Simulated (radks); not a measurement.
# Taking charge from the 3s level of Pt³⁺ in fractions

An exercise on one series of results from a longer session: the logs are not shown, and one member is left open.

Program: radks (a radial shooting solver on a logarithmic mesh, Libxc functionals) version 1. Level of theory: Dirac Kohn-Sham, PBE, spin-unpolarised, spherical densities, finite nucleus; open shells fill j = l - 1/2 first. These are calculated values, not measurements, unless marked.

## The system

| Item | Value |
| --- | --- |
| element | platinum (Z = 78) |
| charge | +3 |
| electrons | 75 |
| configuration | [Xe] 4f14 5d7 |
| nuclear rms radius | 5.427 fm |

Set-up of the first run:

Settings of this run:

```text
Z 78
configuration [Xe] 4f14 5d7
relativity Dirac
functional pbe,pbe
spin unpolarised
j_filling energy
nucleus finite rms 5.427 fm
c 137.035999084
```

Steps of the session up to this table: Start: [Xe] 4f14 5d7.

One table of the session follows, with a row left open; its other results are not shown here.

It belongs to the step «Start: [Xe] 4f14 5d7». Radial moments (bohr):

```
level     <r>  outermost maximum (interpolated)  90 % within  nodes
4d5/2  0.4729                             0.422        0.706      1
5s1/2  0.9505                             0.870         1.36      4
4f5/2       ?                                 ?            ?      ?
4f7/2  0.5194                             0.387        0.839      0
5p1/2   1.028                             0.921         1.49      3
5p3/2   1.122                              1.00         1.63      3
5d3/2   1.465                              1.21         2.22      2
5d5/2   1.510                              1.24         2.29      2
```

Estimate the missing values for 4f5/2.

The run gave: <r>: 0.5121; outermost maximum (interpolated): 0.383; 90 % within: 0.827; nodes: 0. In the column «<r>» it lies between 4d5/2 (0.4729) and 4f7/2 (0.5194).
